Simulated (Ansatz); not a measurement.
# CH₅FSeSi: one species, many methods

How much do the methods differ for CH₅FSeSi? The plan is to run it at one geometry with functionals of several rungs and with coupled cluster. The yardstick is the atomisation energy at the CCSD(T) limit.

Computed with Ansatz 0.2.0, Gaussian basis. Level: functionals in def2-TZVPP, the program's frozen cores in correlated methods.

The runs, in order: PBE-D4, r2SCAN-D4, PBE0-D4, B3LYP-D4, ωB97X-V, ωB97M-V, B2PLYP; CCSD(T)/def2-TZVPP; MP2/def2-QZVPP; extrapolation to the limit.

### Step 1. The geometry

The geometry comes from an earlier relaxation with PBE0-D4 in a triple-zeta def2 set; it is a stationary point, not always the lowest conformer.

SMILES `FC([SiH3])[SeH]`, 9 atoms, charge 0, spin multiplicity 1.

Atoms are counted from 1 here; the program's logs count them from 0.

Bond lengths: F1–C2 1.385 Å, C2–Si3 1.897 Å, C2–Se4 1.943 Å, C2–H5 1.095 Å, Si3–H6 1.483 Å, Si3–H7 1.486 Å, Si3–H8 1.485 Å, Se4–H9 1.470 Å. Angles: F1–C2–Si3 110.6°, F1–C2–Se4 111.9°, F1–C2–H5 107.7°, Si3–C2–Se4 111.4°, Si3–C2–H5 111.4°, Se4–C2–H5 103.6°, C2–Si3–H6 108.3°, C2–Si3–H7 109.7°, C2–Si3–H8 108.4°, H6–Si3–H7 110.1°, H6–Si3–H8 110.4°, H7–Si3–H8 109.9°, C2–Se4–H9 95.4°.

As a file:

```tsv
atom	x (Å)	y (Å)	z (Å)
F1	-0.5112	0.2912	-1.8622
C2	-0.1086	0.6884	-0.5980
Si3	0.7944	-0.7247	0.2890
Se4	-1.5964	1.3525	0.4609
H5	0.5370	1.5653	-0.7134
H6	1.4152	-0.1805	1.5212
H7	1.8411	-1.2875	-0.6030
H8	-0.1979	-1.7752	0.6287
H9	-2.0850	0.0242	0.8596
```

### Step 2. PBE-D4 (GGA)

Contents of in.yaml:

```yaml
crystal:
  periodic: [false, false, false]
  atoms:
    - {symbol: F, position_ang: [-0.511248, 0.291241, -1.862174]}
    - {symbol: C, position_ang: [-0.108610, 0.688401, -0.597981]}
    - {symbol: Si, position_ang: [0.794422, -0.724691, 0.289004]}
    - {symbol: Se, position_ang: [-1.596406, 1.352454, 0.460901]}
    - {symbol: H, position_ang: [0.536956, 1.565260, -0.713420]}
    - {symbol: H, position_ang: [1.415181, -0.180463, 1.521154]}
    - {symbol: H, position_ang: [1.841074, -1.287544, -0.603010]}
    - {symbol: H, position_ang: [-0.197945, -1.775248, 0.628708]}
    - {symbol: H, position_ang: [-2.085024, 0.024192, 0.859616]}
basis:
  gaussian: {orbitals: def2-TZVPP}
hamiltonian: {xc: pbe, dispersion: d4}
output: {forces: true, orbitals: {seedname: orbitals}}
```

The run is started by

```
$ ansatz run in.yaml --threads 4 --pin off --events-out ev --progress --plain --max-ram 10444MiB
```

The log of the run (excerpt; [...] marks lines left out):

```text
Functional definition: PBE
  name "PBE"
  cite "Perdew, Burke & Ernzerhof, Phys. Rev. Lett. 77, 3865 (1996) doi:10.1103/PhysRevLett.77.3865"
  parent pbe
[...]
1306 factors; their error is unknown
[...]
mean field -77045.92077405 eV, -2831.3853648454 hartree, gradient 5.2e-5 eV, S^2 0.000000; 0 other end points of the search recorded, 0 dependent functions left out
[...]
reference -77045.92081438 eV, -2831.3853663278 hartree; 34, 34 occupied and 188, 188 virtual orbitals, 1306 factors
Total energy: -77046.12337049 eV, -2831.3928101272 hartree
Atom 0 at    -0.511248     0.291241    -1.862174 Å, force    -0.182260    -0.211041    -0.658197 eV/Å
Atom 1 at    -0.108610     0.688401    -0.597981 Å, force     0.196083    -0.009159     0.318439 eV/Å
Atom 2 at     0.794422    -0.724691     0.289004 Å, force     0.025196    -0.007041     0.033030 eV/Å
Atom 3 at    -1.596406     1.352454     0.460901 Å, force    -0.186812     0.416284     0.154040 eV/Å
Atom 4 at     0.536956     1.565260    -0.713420 Å, force     0.138556     0.208409     0.005816 eV/Å
Atom 5 at     1.415181    -0.180463     1.521154 Å, force     0.075375     0.042083     0.133222 eV/Å
Atom 6 at     1.841074    -1.287544    -0.603010 Å, force     0.116765    -0.068874    -0.091112 eV/Å
Atom 7 at    -0.197945    -1.775248     0.628708 Å, force    -0.105751    -0.109397     0.036134 eV/Å
Atom 8 at    -2.085024     0.024192     0.859616 Å, force    -0.077152    -0.261263     0.068627 eV/Å
Dipole moment:     0.159304    -0.020820     0.188432 e Å
```

Run time: 2.2 s. Hardware: 4 threads of Arm Neoverse V1, shared host; peak memory 0.28 GiB.

Atomisation energy: 2840.4 kJ/mol (free atoms -77016.684 eV, run apart). HOMO -6.01 eV, LUMO -1.32 eV.

### Step 3. r2SCAN-D4 (meta-GGA)

Edit in.yaml of step 2 so:

```diff
@@ -14,3 +14,3 @@
   gaussian: {orbitals: def2-TZVPP}
-hamiltonian: {xc: pbe, dispersion: d4}
+hamiltonian: {xc: r2scan, dispersion: d4}
 output: {forces: true, orbitals: {seedname: orbitals}}
```

The command is unchanged.

The log of the run (excerpt; [...] marks lines left out):

```text
Functional definition: r2SCAN
  name "r2SCAN"
  cite "Furness, Kaplan, Ning, Perdew & Sun, J. Phys. Chem. Lett. 11, 8208 (2020) doi:10.1021/acs.jpclett.0c02405"
  cite "Furness, Kaplan, Ning, Perdew & Sun, J. Phys. Chem. Lett. 11, 9248 (2020) doi:10.1021/acs.jpclett.0c03077"
  parent r2scan
[...]
1306 factors; their error is unknown
[...]
mean field -77061.14398847 eV, -2831.9448076567 hartree, gradient 2.3e-5 eV, S^2 0.000000; 0 other end points of the search recorded, 0 dependent functions left out
[...]
reference -77061.14400044 eV, -2831.9448080967 hartree; 34, 34 occupied and 188, 188 virtual orbitals, 1306 factors
Total energy: -77061.19073750 eV, -2831.9465256520 hartree
Atom 0 at    -0.511248     0.291241    -1.862174 Å, force    -0.105640    -0.121662    -0.362969 eV/Å
Atom 1 at    -0.108610     0.688401    -0.597981 Å, force     0.261537     0.038470     0.266999 eV/Å
Atom 2 at     0.794422    -0.724691     0.289004 Å, force     0.020851    -0.039786     0.022606 eV/Å
Atom 3 at    -1.596406     1.352454     0.460901 Å, force    -0.157936     0.087161     0.110824 eV/Å
Atom 4 at     0.536956     1.565260    -0.713420 Å, force    -0.017423     0.017964    -0.008497 eV/Å
Atom 5 at     1.415181    -0.180463     1.521154 Å, force    -0.008941    -0.017660    -0.025268 eV/Å
Atom 6 at     1.841074    -1.287544    -0.603010 Å, force    -0.019284     0.010370     0.014505 eV/Å
Atom 7 at    -0.197945    -1.775248     0.628708 Å, force     0.021971     0.022392    -0.010558 eV/Å
Atom 8 at    -2.085024     0.024192     0.859616 Å, force     0.004864     0.002750    -0.007640 eV/Å
Dipole moment:     0.178607    -0.036323     0.197194 e Å
```

Run time: 4.2 s. Hardware: 4 threads of Arm Neoverse V1, shared host; peak memory 0.31 GiB.

With the free atoms at this level, -77032.080 eV in sum, the atomisation energy is 2808.8 kJ/mol. HOMO -6.28 eV, LUMO -1.06 eV.

### Step 4. PBE0-D4 (hybrid)

Edit in.yaml of step 3 so:

```diff
@@ -14,3 +14,3 @@
   gaussian: {orbitals: def2-TZVPP}
-hamiltonian: {xc: r2scan, dispersion: d4}
-output: {forces: true, orbitals: {seedname: orbitals}}
+hamiltonian: {xc: pbe0, dispersion: d4}
+output: {orbitals: {seedname: orbitals}}
```

The command is unchanged.

The log of the run:

```text
Functional definition: PBE0
  name "PBE0"
  cite "Adamo & Barone, J. Chem. Phys. 110, 6158 (1999) doi:10.1063/1.478522"
  cite "Perdew, Burke & Ernzerhof, Phys. Rev. Lett. 77, 3865 (1996) doi:10.1103/PhysRevLett.77.3865"
  parent pbe
  parameter a = 0.25
  parameter kappa = 0.804
  parameter beta = 0.06672455060314922
  exchange = (1 - a)*pbe_x(kappa = kappa, mu = beta*pi^2/3) + a*exact_x
  correlation = pbe_c(beta = beta)
1334 factors; their error is unknown
mean field evaluation 1: about -77046.3439 eV, gradient 3.2e1 eV
mean field evaluation 2: about -77044.4635 eV, gradient 4.3e1 eV
mean field evaluation 4: about -77048.5134 eV, gradient 1.1e0 eV
mean field evaluation 8: about -77048.5141 eV, gradient 2.4e-2 eV
mean field evaluation 16: about -77048.9509 eV, gradient 6.5e-5 eV
mean field -77048.95086027 eV, -2831.4967184602 hartree, gradient 6.5e-5 eV, S^2 0.000000; 0 other end points of the search recorded, 0 dependent functions left out
reference -77048.95089050 eV, -2831.4967195710 hartree; 34, 34 occupied and 188, 188 virtual orbitals, 1334 factors
Total energy: -77049.12171982 eV, -2831.5029974329 hartree
```

It took 2.9 s on 4 threads of Arm Neoverse V1, shared host; peak memory 0.58 GiB.

With the free atoms at this level, -77020.230 eV in sum, the atomisation energy is 2787.6 kJ/mol. HOMO -7.17 eV, LUMO -0.46 eV.

### Step 5. B3LYP-D4 (hybrid)

B3LYP here takes the VWN-RPA correlation.

Edit in.yaml of step 4 so:

```diff
@@ -14,3 +14,3 @@
   gaussian: {orbitals: def2-TZVPP}
-hamiltonian: {xc: pbe0, dispersion: d4}
-output: {orbitals: {seedname: orbitals}}
+hamiltonian: {xc: {name: B3LYP}, dispersion: d4}
+output: {forces: true, orbitals: {seedname: orbitals}}
```

Launched as before.

The log of the run (excerpt; [...] marks lines left out):

```text
Functional definition: B3LYP
  name "B3LYP"
  cite "Stephens, Devlin, Chabalowski & Frisch, J. Phys. Chem. 98, 11623 (1994) doi:10.1021/j100096a001"
  cite "Becke, Phys. Rev. A 38, 3098 (1988) doi:10.1103/PhysRevA.38.3098"
  cite "Lee, Yang & Parr, Phys. Rev. B 37, 785 (1988) doi:10.1103/PhysRevB.37.785"
  cite "Vosko, Wilk & Nusair, Can. J. Phys. 58, 1200 (1980) doi:10.1139/p80-159"
[...]
1331 factors; their error is unknown
[...]
mean field -77065.67021523 eV, -2832.1111434221 hartree, gradient 2.7e-5 eV, S^2 0.000000; 0 other end points of the search recorded, 0 dependent functions left out
[...]
reference -77065.67047498 eV, -2832.1111529677 hartree; 34, 34 occupied and 188, 188 virtual orbitals, 1331 factors
Total energy: -77066.00118687 eV, -2832.1233064057 hartree
Atom 0 at    -0.511248     0.291241    -1.862174 Å, force    -0.117261    -0.128115    -0.406654 eV/Å
Atom 1 at    -0.108610     0.688401    -0.597981 Å, force     0.380926     0.135300     0.243615 eV/Å
Atom 2 at     0.794422    -0.724691     0.289004 Å, force     0.118634    -0.147587     0.047631 eV/Å
Atom 3 at    -1.596406     1.352454     0.460901 Å, force    -0.269696     0.190123     0.149931 eV/Å
Atom 4 at     0.536956     1.565260    -0.713420 Å, force    -0.049641    -0.071592    -0.009390 eV/Å
Atom 5 at     1.415181    -0.180463     1.521154 Å, force    -0.038418    -0.042913    -0.082550 eV/Å
Atom 6 at     1.841074    -1.287544    -0.603010 Å, force    -0.063913     0.033265     0.059975 eV/Å
Atom 7 at    -0.197945    -1.775248     0.628708 Å, force     0.071597     0.071325    -0.021427 eV/Å
Atom 8 at    -2.085024     0.024192     0.859616 Å, force    -0.032229    -0.039807     0.018869 eV/Å
Dipole moment:     0.178260    -0.024129     0.217101 e Å
```

Run time: 4.3 s. Hardware: 4 threads of Arm Neoverse V1, shared host; peak memory 0.63 GiB.

Atomisation energy: 2796.6 kJ/mol (free atoms -77037.016 eV, run apart). HOMO -6.93 eV, LUMO -0.69 eV.

### Step 6. ωB97X-V (range-separated)

Edit in.yaml of step 5 so:

```diff
@@ -14,3 +14,3 @@
   gaussian: {orbitals: def2-TZVPP}
-hamiltonian: {xc: {name: B3LYP}, dispersion: d4}
-output: {forces: true, orbitals: {seedname: orbitals}}
+hamiltonian: {xc: {name: wB97X-V}}
+output: {orbitals: {seedname: orbitals}}
```

Same command.

The log of the run (excerpt; [...] marks lines left out):

```text
Functional definition: wB97X-V
  name "wB97X-V"
  cite "Mardirossian & Head-Gordon, Phys. Chem. Chem. Phys. 16, 9904 (2014) doi:10.1039/C3CP54374A"
  cite "Becke, J. Chem. Phys. 107, 8554 (1997) doi:10.1063/1.475007"
  cite "Vydrov & Van Voorhis, J. Chem. Phys. 133, 244103 (2010) doi:10.1063/1.3521275"
[...]
      + integral(e_c_pw_opposite_spin*poly(b97_u_opposite, cos0, cos1)) + vv10(b, c)
1331 factors; their error is unknown
283 factors; integrals over basis functions are off by at most 1.1e-5 eV
[...]
mean field -77055.53904100 eV, -2831.7388296363 hartree, gradient 4.1e-5 eV, S^2 0.000000; 0 other end points of the search recorded, 0 dependent functions left out
reference -77055.53903900 eV, -2831.7388295628 hartree; 34, 34 occupied and 188, 188 virtual orbitals, 1331 factors
Total energy: -77055.53903900 eV, -2831.7388295628 hartree
```

Wall time 7 s (4 threads of Arm Neoverse V1, shared host); peak memory 0.71 GiB.

Atomisation energy: 2819.3 kJ/mol (free atoms -77026.319 eV, run apart). HOMO -9.49 eV, LUMO 1.59 eV.

### Step 7. ωB97M-V (range-separated)

Edit in.yaml of step 6 so:

```diff
@@ -14,3 +14,3 @@
   gaussian: {orbitals: def2-TZVPP}
-hamiltonian: {xc: {name: wB97X-V}}
-output: {orbitals: {seedname: orbitals}}
+hamiltonian: {xc: {name: wB97M-V}}
+output: {forces: true, orbitals: {seedname: orbitals}}
```

Same command.

The log of the run (excerpt; [...] marks lines left out):

```text
Functional definition: wB97M-V
  name "wB97M-V"
  cite "Mardirossian & Head-Gordon, J. Chem. Phys. 144, 214110 (2016) doi:10.1063/1.4952647"
  cite "Becke, J. Chem. Phys. 107, 8554 (1997) doi:10.1063/1.475007"
  cite "Vydrov & Van Voorhis, J. Chem. Phys. 133, 244103 (2010) doi:10.1063/1.3521275"
  # Of w^i u^j: cxij and so on, Table III.
[...]
  gx(w, u) = 1 - cx + cx01*u + cx10*w
  gss(w, u) = css00 + css04*u^4 + css10*w + css20*w^2 + css43*w^4*u^3
  gos(w, u) = cos00 + cos10*w + (cos20 + cos21*u)*w^2 + (cos60 + cos61*u)*w^6
[...]
      + integral(e_c_pw_mod_opposite_spin*gos(b97_w_opposite, b97_u_opposite)) + vv10(b, c)
1317 factors; their error is unknown
283 factors; integrals over basis functions are off by at most 1.1e-5 eV
[...]
Total energy: -77058.27948984 eV, -2831.8395392736 hartree
Atom 0 at    -0.511248     0.291241    -1.862174 Å, force    -0.092799    -0.086313    -0.217210 eV/Å
Atom 1 at    -0.108610     0.688401    -0.597981 Å, force     0.175940     0.155374     0.297202 eV/Å
Atom 2 at     0.794422    -0.724691     0.289004 Å, force     0.074002    -0.102184     0.026395 eV/Å
Atom 3 at    -1.596406     1.352454     0.460901 Å, force    -0.044789    -0.108521     0.002040 eV/Å
Atom 4 at     0.536956     1.565260    -0.713420 Å, force    -0.048482    -0.094993     0.000880 eV/Å
Atom 5 at     1.415181    -0.180463     1.521154 Å, force    -0.079105    -0.057272    -0.142926 eV/Å
Atom 6 at     1.841074    -1.287544    -0.603010 Å, force    -0.129726     0.073133     0.104210 eV/Å
Atom 7 at    -0.197945    -1.775248     0.628708 Å, force     0.105517     0.125784    -0.038515 eV/Å
Atom 8 at    -2.085024     0.024192     0.859616 Å, force     0.039443     0.094991    -0.032076 eV/Å
Dipole moment:     0.179392    -0.029363     0.218802 e Å
```

Run time: 11 s. Hardware: 4 threads of Arm Neoverse V1, shared host; peak memory 0.8 GiB.

Atomisation energy: 2801.1 kJ/mol (free atoms -77029.248 eV, run apart). HOMO -9.36 eV, LUMO 1.34 eV.

### Step 8. B2PLYP (double hybrid)

Edit in.yaml of step 7 so:

```diff
@@ -14,3 +14,2 @@
   gaussian: {orbitals: def2-TZVPP}
-hamiltonian: {xc: {name: wB97M-V}}
-output: {forces: true, orbitals: {seedname: orbitals}}
+hamiltonian: {xc: {name: B2PLYP}}
```

The command is unchanged.

The log of the run (excerpt; [...] marks lines left out):

```text
Functional definition: B2PLYP
  name "B2PLYP"
  cite "Grimme, J. Chem. Phys. 124, 034108 (2006) doi:10.1063/1.2148954"
  cite "Becke, Phys. Rev. A 38, 3098 (1988) doi:10.1103/PhysRevA.38.3098"
  cite "Lee, Yang & Parr, Phys. Rev. B 37, 785 (1988) doi:10.1103/PhysRevB.37.785"
[...]
1349 factors; integrals over basis functions are off by at most 1.0e-3 eV
[...]
mean field -77040.55695220 eV, -2831.1882480283 hartree, gradient 7.1e-6 eV, S^2 0.000000; 0 other end points of the search recorded, 0 dependent functions left out
16 core orbitals not correlated: weight in the atoms' cores, before any rotation towards them, 1.000 or more for the frozen orbitals, at most 0.000 for the correlated occupied ones
reference -77040.55711630 eV, -2831.1882540588 hartree; 18, 18 occupied and 188, 188 virtual orbitals, 1349 factors
second order -27.02354486 eV of doubles, -0.00000000 eV of singles
Total energy: -77047.85347341 eV, -2831.4563902370 hartree
```

Wall time 5 s (4 threads of Arm Neoverse V1, shared host); peak memory 0.57 GiB.

Atomisation energy: 2759.9 kJ/mol (free atoms -77019.249 eV, run apart).

### Step 9. Frontier levels by functional

Dipoles come from the runs that computed forces. Levels, from each run's orbital file:

```tsv
functional	HOMO (eV)	LUMO (eV)	gap (eV)	dipole (D)
PBE-D4	-6.01	-1.32	4.69	1.19
r2SCAN-D4	-6.28	-1.06	5.22	1.29
PBE0-D4	-7.17	-0.46	6.71	
B3LYP-D4	-6.93	-0.69	6.24	1.35
ωB97X-V	-9.49	1.59	11.08	
ωB97M-V	-9.36	1.34	10.69	1.37
```

### Step 10. CCSD(T) in def2-TZVPP

Edit in.yaml of step 8 so:

```diff
@@ -14,2 +14,2 @@
   gaussian: {orbitals: def2-TZVPP}
-hamiltonian: {xc: {name: B2PLYP}}
+correlation: {method: ccsd_t}
```

Same command.

The log of the run (excerpt; [...] marks lines left out):

```text
Functional definition: HF
  name "HF"
  cite "Fock, Z. Phys. 61, 126 (1930) doi:10.1007/BF01340294"
  parent pbe
[...]
1349 factors; integrals over basis functions are off by at most 1.0e-3 eV
[...]
mean field -76982.08322239 eV, -2829.0393780927 hartree, gradient 3.0e-6 eV, S^2 0.000000; 0 other end points of the search recorded, 0 dependent functions left out
16 core orbitals not correlated: weight in the atoms' cores, before any rotation towards them, 1.000 or more for the frozen orbitals, at most 0.000 for the correlated occupied ones
reference -76982.08322239 eV, -2829.0393780927 hartree; 18, 18 occupied and 188, 188 virtual orbitals, 1349 factors
second order -22.43581472 eV of doubles, -0.00000000 eV of singles
cycle   1  -22.71999940 eV  change   -2.8e-1 eV  update   1.1e-1
[...]
cycle   9  -23.42443823 eV  change   -4.1e-5 eV  update   3.2e-5
perturbative correction -0.84107415 eV, -0.0309089047 hartree
Total energy: -77006.34873477 eV, -2829.9311192248 hartree
```

It took 2.1 min on 4 threads of Arm Neoverse V1, shared host; peak memory 3.5 GiB.

### Step 11. MP2 in def2-QZVPP

Edit in.yaml of step 10 so:

```diff
@@ -13,3 +13,3 @@
 basis:
-  gaussian: {orbitals: def2-TZVPP}
-correlation: {method: ccsd_t}
+  gaussian: {orbitals: "def2-QZVPP.json"}
+correlation: {method: mp2}
```

Same command.

The log of the run:

```text
Functional definition: HF
  name "HF"
  cite "Fock, Z. Phys. 61, 126 (1930) doi:10.1007/BF01340294"
  parent pbe
  exchange = exact_x
  correlation = 0
2578 factors; integrals over basis functions are off by at most 9.6e-4 eV
mean field evaluation 1: about -76981.5212 eV, gradient 2.5e1 eV
mean field evaluation 2: about -76981.6426 eV, gradient 2.6e1 eV
mean field evaluation 4: about -76983.7315 eV, gradient 3.9e0 eV
mean field evaluation 8: about -76983.7912 eV, gradient 2.7e-1 eV
mean field -76983.79159626 eV, -2829.1021596746 hartree, gradient 4.0e-6 eV, S^2 0.000000; 0 other end points of the search recorded, 0 dependent functions left out
16 core orbitals not correlated: weight in the atoms' cores, before any rotation towards them, 1.000 or more for the frozen orbitals, at most 0.000 for the correlated occupied ones
reference -76983.79159626 eV, -2829.1021596746 hartree; 18, 18 occupied and 389, 389 virtual orbitals, 2578 factors
second order -31.90954652 eV of doubles, -0.00000000 eV of singles
Total energy: -77015.70114278 eV, -2830.2748138800 hartree
```

It took 20 s on 4 threads of Arm Neoverse V1, shared host; peak memory 2.3 GiB.

The pieces so far (eV):

```tsv
basis	HF	MP2 correlation	CCSD correlation	(T)	total
def2-TZVPP	-76982.0832	-22.4358	-23.4244	-0.8411	-77006.3487
def2-QZVPP	-76983.7916	-31.9095			-77015.7011 (MP2)
```

The report of the def2-TZVPP run gives T1 = 0.0111.

### Step 12. The basis-set limit

No new run: Hartree-Fock is extrapolated as exp(−7.88√X) and correlation as X^−2.97, with X = 3 and 4; only MP2 was run in the larger set, so CCSD(T) minus MP2 is added from the smaller one.

```tsv
level	energy at the limit (eV)
HF	-76984.0269
MP2	-77022.9540
CCSD	-77023.9426
CCSD(T)	-77024.7837
```

This is no true limit for total energies: MP2 correlation changes by a factor of 1.42 from triple to quadruple zeta (about 1.07 in light molecules), because outer-core shells are correlated in sets not made for them. Much of that cancels between molecule and atoms or ions.

### Step 13. Atomisation energies

Free atoms (1 F, 1 C, 1 Si, 1 Se, 5 H) were run apart at each level; the atomisation energy is their sum less the molecule, without zero-point or spin-orbit terms.

Differences are taken before rounding.

```tsv
method	rung	atomisation energy (kJ/mol)	from CCSD(T)/CBS (kJ/mol)	time
PBE-D4	GGA	2840.4	+28.9	2.2 s
r2SCAN-D4	meta-GGA	2808.8	-2.8	4.2 s
PBE0-D4	hybrid	2787.6	-23.9	2.9 s
B3LYP-D4	hybrid	2796.6	-14.9	4.3 s
ωB97X-V	range-separated	2819.3	+7.8	7 s
ωB97M-V	range-separated	2801.1	-10.4	11 s
B2PLYP	double hybrid	2759.9	-51.7	5 s
HF/def2-TZVPP	wavefunction	1990.2	-821.4	
MP2/def2-TZVPP	wavefunction	2754.6	-57.0	
CCSD/def2-TZVPP	wavefunction	2687.4	-124.2	
CCSD(T)/def2-TZVPP	wavefunction	2730.9	-80.7	2.1 min
MP2/CBS	wavefunction	2835.2	+23.7	
CCSD(T)/CBS	wavefunction	2811.5	0	2.4 min
```

Among the levels timed on like hardware and quicker than the yardstick, those that no quicker one beats, quickest first: PBE-D4 (2.2 s, +28.9 kJ/mol); PBE0-D4 (2.9 s, -23.9 kJ/mol); r2SCAN-D4 (4.2 s, -2.8 kJ/mol).

B2PLYP carry no dispersion term (for B3LYP, D4 adds 31.9 kJ/mol).

Times are those of the molecule's run; HF, MP2 and CCSD come out of the CCSD(T) runs, and the limit's time is the sum of the runs that it needs.

### Step 14. Summary of results

| quantity | value |
| --- | --- |
| atomisation energy, CCSD(T)/CBS | 2811.5 kJ/mol |
| functionals within 28.1 kJ/mol (1.0 %) | r2SCAN-D4, PBE0-D4, B3LYP-D4, ωB97X-V, ωB97M-V |
| farthest | B2PLYP (-51.7 kJ/mol) |
| mean size of error, hybrid | 19.4 kJ/mol |
| mean size of error, range-separated | 9.1 kJ/mol |
| gap, smallest and largest | 4.69 eV (PBE-D4), 11.08 eV (ωB97X-V) |
| T1 diagnostic | 0.0111 |
| triples share of the correlation energy | 3.5 % |

What this shows: PBE-D4 is off by +28.9 kJ/mol. Double hybrids carry the basis error of their MP2 part in triple zeta, and no dispersion term here, so their miss is partly the set-up's. Misses under about 28.1 kJ/mol are within the doubt on the reference itself, which lacks core-valence correlation, relativity and higher excitations, and its outer-core shells are covered unevenly. All levels share the lack of spin-orbit coupling, which lowers the free heavy atoms and so the true binding. Hartree-Fock recovers 71 % of the binding; the rest is correlation. The gap grows from 4.7 to 11.1 eV across the functionals, mostly with the share of exact exchange. Correlated methods include outer-core shells of Se, which these sets cover unevenly.

r2SCAN-D4 reaches 2.8 kJ/mol from the reference in 4.2 s, where CCSD(T)/CBS took 2.4 min; the quickest level in the cost chart, PBE-D4, takes 2.2 s and misses by 28.9 kJ/mol.
